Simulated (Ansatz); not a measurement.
Born–Oppenheimer molecular dynamics of a periodic cell of 21 atoms, MgH$_{12}$Cl$_{2}$O$_{6}$ (host MgH12Cl2O6, host structure C2/m). It goes on from the last frame of an earlier run, with new velocities.

Method: DFT r2SCAN, scalar-relativistic, plane waves, PAW (Ansatz). Settings: accuracy low, cutoff 500 eV, k mesh 2x2x2, fermi-dirac smearing 0.05 eV, no spin polarisation.

```json
{
  "ensemble": "NVE (velocity Verlet)",
  "time step": "0.5 fs",
  "steps asked": "50",
  "starting velocities drawn for": "1120 K",
  "seed": "152190"
}
```

Frames 2.5 fs apart, positions in Å.

Velocities at 0.0 fs (Å/ps):

```
Mg 3.00 -3.51 2.58
H 24.44 -0.78 -4.31
H 30.31 25.07 89.10
H 39.65 3.51 19.72
H 4.53 -28.80 43.89
H -16.25 -28.00 -72.56
H -24.98 -18.50 31.24
H 28.89 14.47 7.96
H -55.52 -44.88 -16.51
H -6.07 14.53 -18.99
H 13.00 -9.48 -26.32
H 21.17 1.40 -90.28
H -3.95 5.84 -17.86
Cl -0.28 -1.11 7.04
Cl -4.11 7.14 0.79
O -2.45 -7.52 -2.03
O 3.98 1.91 4.42
O 3.49 0.53 -6.97
O -10.20 -5.66 -2.62
O 8.94 -0.24 -14.18
O -2.06 7.11 3.55
```

```xyz
21
Lattice="5.0673 -3.6419 0.0000 5.0673 3.6419 0.0000 -0.4238 0.0000 6.2176" Properties=species:S:1:pos:R:3 time_fs=0.0 energy_less_start_eV=0.000 T=1120
Mg -0.032 -0.031 -0.070
H 2.404 -0.180 1.650
H 7.588 0.122 4.588
H 2.709 0.323 0.170
H 7.159 0.134 5.958
H 5.141 1.556 1.773
H 4.891 -1.733 2.065
H 4.337 -1.496 4.497
H 4.436 1.836 4.392
H 3.749 2.452 1.955
H 3.487 -2.114 1.779
H 5.800 -2.026 4.298
H 5.996 2.121 4.260
Cl 3.033 -0.059 3.770
Cl 6.799 -0.018 2.477
O 1.977 -0.035 0.830
O 7.932 -0.071 5.467
O 4.446 2.160 1.394
O 4.373 -2.048 1.281
O 5.018 -2.031 4.904
O 5.203 2.180 4.813
21
Lattice="5.0673 -3.6419 0.0000 5.0673 3.6419 0.0000 -0.4238 0.0000 6.2176" Properties=species:S:1:pos:R:3 time_fs=2.5 energy_less_start_eV=0.514 T=926
Mg -0.022 -0.039 -0.062
H 2.472 -0.181 1.676
H 7.638 0.206 4.691
H 2.743 0.298 0.271
H 7.159 0.057 6.097
H 5.081 1.489 1.609
H 4.834 -1.782 2.098
H 4.380 -1.430 4.505
H 4.329 1.718 4.353
H 3.719 2.479 1.940
H 3.521 -2.150 1.690
H 5.803 -2.022 4.119
H 5.971 2.138 4.216
Cl 3.032 -0.061 3.788
Cl 6.789 0.000 2.479
O 1.973 -0.051 0.818
O 7.941 -0.068 5.483
O 4.457 2.162 1.373
O 4.347 -2.062 1.278
O 5.046 -2.034 4.867
O 5.197 2.197 4.821
21
Lattice="5.0673 -3.6419 0.0000 5.0673 3.6419 0.0000 -0.4238 0.0000 6.2176" Properties=species:S:1:pos:R:3 time_fs=5.0 energy_less_start_eV=0.323 T=999
Mg -0.008 -0.046 -0.052
H 2.480 -0.175 1.696
H 7.620 0.341 4.576
H 2.710 0.250 0.384
H 7.210 -0.038 6.205
H 5.021 1.384 1.512
H 4.797 -1.830 2.060
H 4.398 -1.338 4.516
H 4.385 1.653 4.383
H 3.719 2.452 1.944
H 3.433 -2.218 1.615
H 5.694 -2.024 4.076
H 5.908 2.159 4.188
Cl 3.031 -0.064 3.806
Cl 6.779 0.018 2.481
O 1.976 -0.066 0.805
O 7.944 -0.067 5.512
O 4.466 2.169 1.346
O 4.329 -2.075 1.279
O 5.085 -2.040 4.822
O 5.183 2.210 4.824
21
Lattice="5.0673 -3.6419 0.0000 5.0673 3.6419 0.0000 -0.4238 0.0000 6.2176" Properties=species:S:1:pos:R:3 time_fs=7.5 energy_less_start_eV=0.438 T=955
Mg 0.011 -0.051 -0.040
H 2.383 -0.169 1.683
H 7.621 0.405 4.590
H 2.782 0.265 0.358
H 7.301 -0.134 6.232
H 4.930 1.291 1.470
H 4.806 -1.848 2.053
H 4.450 -1.296 4.568
H 4.549 1.641 4.478
H 3.769 2.362 1.941
H 3.321 -2.298 1.544
H 5.623 -2.038 4.029
H 5.851 2.188 4.162
Cl 3.029 -0.066 3.823
Cl 6.769 0.037 2.482
O 1.976 -0.084 0.802
O 7.936 -0.062 5.536
O 4.475 2.181 1.318
O 4.309 -2.090 1.276
O 5.120 -2.042 4.776
O 5.161 2.216 4.822
21
Lattice="5.0673 -3.6419 0.0000 5.0673 3.6419 0.0000 -0.4238 0.0000 6.2176" Properties=species:S:1:pos:R:3 time_fs=10.0 energy_less_start_eV=0.126 T=1071
Mg 0.032 -0.054 -0.027
H 2.242 -0.174 1.712
H 7.637 0.371 4.780
H 2.813 0.274 0.292
H 7.316 -0.220 6.258
H 4.801 1.276 1.445
H 4.812 -1.847 2.072
H 4.534 -1.306 4.649
H 4.581 1.512 4.529
H 3.804 2.252 1.964
H 3.339 -2.352 1.472
H 5.678 -2.063 3.863
H 5.840 2.237 4.133
Cl 3.028 -0.067 3.841
Cl 6.760 0.055 2.484
O 1.980 -0.100 0.798
O 7.925 -0.053 5.546
O 4.486 2.187 1.288
O 4.283 -2.108 1.272
O 5.147 -2.043 4.738
O 5.146 2.228 4.822
21
Lattice="5.0673 -3.6419 0.0000 5.0673 3.6419 0.0000 -0.4238 0.0000 6.2176" Properties=species:S:1:pos:R:3 time_fs=12.5 energy_less_start_eV=0.694 T=854
Mg 0.057 -0.053 -0.014
H 2.117 -0.180 1.788
H 7.557 0.396 4.859
H 2.717 0.223 0.287
H 7.261 -0.294 6.273
H 4.708 1.277 1.411
H 4.751 -1.849 2.046
H 4.592 -1.292 4.716
H 4.547 1.343 4.566
H 3.812 2.177 1.995
H 3.399 -2.389 1.442
H 5.697 -2.080 3.811
H 5.834 2.301 4.133
Cl 3.026 -0.068 3.858
Cl 6.750 0.073 2.485
O 1.989 -0.112 0.787
O 7.920 -0.049 5.563
O 4.497 2.190 1.260
O 4.260 -2.128 1.268
O 5.178 -2.047 4.696
O 5.136 2.239 4.820
21
Lattice="5.0673 -3.6419 0.0000 5.0673 3.6419 0.0000 -0.4238 0.0000 6.2176" Properties=species:S:1:pos:R:3 time_fs=15.0 energy_less_start_eV=0.905 T=775
Mg 0.083 -0.051 -0.002
H 2.032 -0.168 1.784
H 7.388 0.493 4.795
H 2.679 0.189 0.272
H 7.223 -0.337 6.219
H 4.699 1.228 1.349
H 4.661 -1.834 2.033
H 4.628 -1.250 4.746
H 4.598 1.332 4.633
H 3.839 2.174 1.976
H 3.335 -2.452 1.483
H 5.667 -2.069 3.877
H 5.814 2.355 4.161
Cl 3.025 -0.069 3.876
Cl 6.741 0.091 2.485
O 1.991 -0.126 0.781
O 7.915 -0.051 5.592
O 4.502 2.190 1.240
O 4.248 -2.148 1.258
O 5.214 -2.057 4.652
O 5.121 2.239 4.812
21
Lattice="5.0673 -3.6419 0.0000 5.0673 3.6419 0.0000 -0.4238 0.0000 6.2176" Properties=species:S:1:pos:R:3 time_fs=17.5 energy_less_start_eV=0.836 T=800
Mg 0.110 -0.045 0.009
H 2.014 -0.136 1.712
H 7.325 0.477 4.862
H 2.768 0.201 0.220
H 7.192 -0.371 6.146
H 4.751 1.213 1.256
H 4.588 -1.779 2.083
H 4.697 -1.257 4.727
H 4.707 1.442 4.697
H 3.870 2.239 1.929
H 3.281 -2.504 1.545
H 5.734 -2.030 3.805
H 5.811 2.392 4.174
Cl 3.023 -0.069 3.894
Cl 6.732 0.109 2.486
O 1.981 -0.143 0.781
O 7.899 -0.047 5.612
O 4.503 2.182 1.227
O 4.237 -2.170 1.243
O 5.242 -2.067 4.623
O 5.103 2.231 4.803
21
Lattice="5.0673 -3.6419 0.0000 5.0673 3.6419 0.0000 -0.4238 0.0000 6.2176" Properties=species:S:1:pos:R:3 time_fs=20.0 energy_less_start_eV=0.696 T=852
Mg 0.136 -0.037 0.019
H 2.071 -0.087 1.730
H 7.383 0.376 5.017
H 2.781 0.171 0.260
H 7.137 -0.432 6.122
H 4.824 1.268 1.168
H 4.501 -1.732 2.082
H 4.770 -1.282 4.668
H 4.716 1.363 4.702
H 3.858 2.332 1.921
H 3.333 -2.521 1.575
H 5.836 -1.972 3.712
H 5.824 2.405 4.172
Cl 3.020 -0.068 3.912
Cl 6.722 0.127 2.486
O 1.970 -0.158 0.770
O 7.876 -0.036 5.621
O 4.505 2.166 1.214
O 4.221 -2.194 1.233
O 5.268 -2.079 4.600
O 5.092 2.236 4.798
21
Lattice="5.0673 -3.6419 0.0000 5.0673 3.6419 0.0000 -0.4238 0.0000 6.2176" Properties=species:S:1:pos:R:3 time_fs=22.5 energy_less_start_eV=0.853 T=792
Mg 0.161 -0.028 0.027
H 2.170 -0.037 1.767
H 7.353 0.407 4.958
H 2.727 0.106 0.353
H 7.125 -0.504 6.124
H 4.911 1.298 1.127
H 4.419 -1.702 2.002
H 4.793 -1.257 4.593
H 4.689 1.230 4.664
H 3.851 2.393 1.916
H 3.400 -2.541 1.570
H 5.867 -1.925 3.778
H 5.826 2.386 4.180
Cl 3.018 -0.068 3.930
Cl 6.713 0.144 2.485
O 1.962 -0.170 0.755
O 7.854 -0.033 5.640
O 4.506 2.152 1.202
O 4.206 -2.216 1.232
O 5.302 -2.096 4.571
O 5.085 2.246 4.793
```

Of the whole run (25 fs, mean temperature of the second half 802 K): The conserved energy stayed within 0.85 meV per atom of its start (net change 0.56 meV per atom), so the integration is sound. A run of 0.025 ps of so small a system gives no equilibrium averages. Limits of this set-up: coarse k mesh, low accuracy level.

The run took 9.4 min on 1 thread of Arm Neoverse V2, on a shared host, peak memory 0.81 GiB.
